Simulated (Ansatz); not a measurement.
# SiH₄O₂ + H₂: a complex and its separated parts

Aim: how far the complex at one end of a reaction step lies below its separated, relaxed parts, level by level.

Method: PBE0-D4/def2-TZVP structures, single points in def2-TZVPP, no counterpoise correction; program: Ansatz 0.2.0, Gaussian basis.

Levels: SPW92, PBE-D4, BLYP-D4, r2SCAN-D4, B97M-V, PBE0-D4, B3LYP-D4, r2SCAN0-D4, BHLYP-D4, CAM-B3LYP-D4, wB97X-V, wB97M-V, B2PLYP, PBE-QIDH, RPA on PBE, Hartree-Fock, MP2, CCSD, CCSD(T).

Cores are frozen in the correlated methods. B3LYP uses VWN-RPA correlation. B2PLYP carries no dispersion term here.

21 further runs of the same task are left out: 21 set aside as unsound or not needed.

**1. Starting geometry**

The complex: 9 atoms, charge 0, spin multiplicity 1.

Atoms are counted from 1 here; the program's logs count them from 0.

Bond lengths: Si1–H3 1.481 Å, Si1–H4 1.481 Å, Si1–O5 1.641 Å, Si1–O7 1.644 Å, H2–H6 0.748 Å, O5–H8 0.959 Å, O7–H9 0.958 Å. Angles: H3–Si1–H4 112.9°, H3–Si1–O5 104.1°, H3–Si1–O7 111.4°, H4–Si1–O5 111.6°, H4–Si1–O7 103.8°, O5–Si1–O7 113.3°, Si1–O5–H8 117.3°, Si1–O7–H9 117.6°.

Coordinates:

```xyz
9

Si   -1.0184    0.1910   -0.2177
H     2.2651   -1.1094    1.2091
H    -2.1351    0.9341   -0.8455
H    -1.4678   -1.0203    0.5058
O    -0.3334    1.2833    0.7974
H     1.9391   -1.0819    0.5367
O     0.0258   -0.3908   -1.3459
H     0.3725    0.9725    1.3669
H     0.3520    0.2216   -2.0071
```

Its parts: SiH₄O₂ holds atoms 1, 3, 4, 5, 7, 8, 9; H₂ holds atoms 2, 6. Each part counts its atoms afresh in its own runs.

**2. Relaxing SiH₄O₂ alone**

Input file relax-a/in.yaml:

```yaml
crystal:
  periodic: [false, false, false]
  atoms:
    - {symbol: Si, position_ang: [-1.018368, 0.191019, -0.217706]}
    - {symbol: H, position_ang: [-2.135135, 0.934100, -0.845497]}
    - {symbol: H, position_ang: [-1.467813, -1.020286, 0.505827]}
    - {symbol: O, position_ang: [-0.333368, 1.283258, 0.797420]}
    - {symbol: O, position_ang: [0.025812, -0.390761, -1.345906]}
    - {symbol: H, position_ang: [0.372461, 0.972522, 1.366926]}
    - {symbol: H, position_ang: [0.352026, 0.221597, -2.007138]}
basis:
  gaussian: {orbitals: def2-TZVP}
hamiltonian: {xc: pbe0, dispersion: d4}
relax: {f_tol: 0.005, max_steps: 200}
```

The command line of these runs was not kept.

After this run come: Relaxing H₂ alone; wB97M-V/def2-TZVPP; CCSD(T)/def2-TZVPP; Vibrations of SiH₄O₂; Vibrations of H₂.

What does the calculation give? Wanted: complex less parts, CCSD(T)/def2-TZVPP; with zero-point energy; largest T1 diagnostic.

As calculated:

| quantity | value |
| --- | --- |
| complex less parts, CCSD(T)/def2-TZVPP | -3.1 kJ/mol |
| with zero-point energy | +1.6 kJ/mol |
| largest T1 diagnostic | 0.011 |

In words: At CCSD(T) the complex lies 3.1 kJ/mol below its parts. Among the functionals r2SCAN-D4 lands nearest to CCSD(T) (-0.3 kJ/mol) and SPW92 farthest (-4.6 kJ/mol). BLYP-D4 is as near within the digits shown. By rung, the mean size of the error is: LDA 4.6, GGA 1.1, meta-GGA 0.5, hybrid 0.9, range-separated hybrid 0.9, double hybrid 0.9 kJ/mol. PBE-D4 gives a relative energy 2.0 kJ/mol too low, an error of 63 % of the reference. No counterpoise was applied, and triple zeta lacks some correlation, so the CCSD(T) reference has a basis error of its own, and close matches with it are partly luck.
